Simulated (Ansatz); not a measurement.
# H4OS3Ti: the cost of one run

Program: Ansatz 0.2.0, Gaussian basis. Level of theory: the settings change from run to run. These are calculated values, not measurements.

### 1 The geometry

An earlier PBE0-D4 in a triple-zeta def2 set relaxation fixed the geometry.

9 atoms, charge 0, spin multiplicity 1.

Atoms are counted from 1 here; the program's logs count them from 0.

Bond lengths: O1–Ti2 1.757 Å, O1–H6 0.958 Å, Ti2–S3 2.288 Å, Ti2–S4 2.278 Å, Ti2–S5 2.287 Å, S3–H7 1.348 Å, S4–H8 1.348 Å, S5–H9 1.348 Å. Angles: Ti2–O1–H6 142.8°, O1–Ti2–S3 107.9°, O1–Ti2–S4 108.1°, O1–Ti2–S5 113.8°, S3–Ti2–S4 114.5°, S3–Ti2–S5 108.8°, S4–Ti2–S5 103.8°, Ti2–S3–H7 91.2°, Ti2–S4–H8 91.3°, Ti2–S5–H9 91.6°.

### 2 B97/def2-TZVPD

Options: atoms shaken by 0.15 Å.

The input, in.yaml:

```yaml
crystal:
  periodic: [false, false, false]
  atoms:
    - {symbol: O, position_ang: [1.051874, 1.920676, -0.703974]}
    - {symbol: Ti, position_ang: [0.059250, 0.179472, -0.246444]}
    - {symbol: S, position_ang: [1.401564, -1.341741, -0.515707]}
    - {symbol: S, position_ang: [-1.398532, 0.155476, -1.808794]}
    - {symbol: S, position_ang: [-1.314421, -0.148372, 1.611812]}
    - {symbol: H, position_ang: [0.888368, 2.650802, 0.302722]}
    - {symbol: H, position_ang: [0.449766, -2.472703, -0.369782]}
    - {symbol: H, position_ang: [-1.822323, -1.323471, -1.444231]}
    - {symbol: H, position_ang: [0.365289, -0.036072, 2.351354]}
basis:
  gaussian: {orbitals: def2-TZVPD}
hamiltonian: {xc: {name: B97}}
```

The run is started by

```console
ansatz run in.yaml --threads 4 --pin off --events-out ev --progress --plain --max-ram 11315MiB
```

What time and memory should one allow on 4 threads of AMD EPYC 9R45, shared host?

About 3.5 s, with a peak of 0.87 GiB.
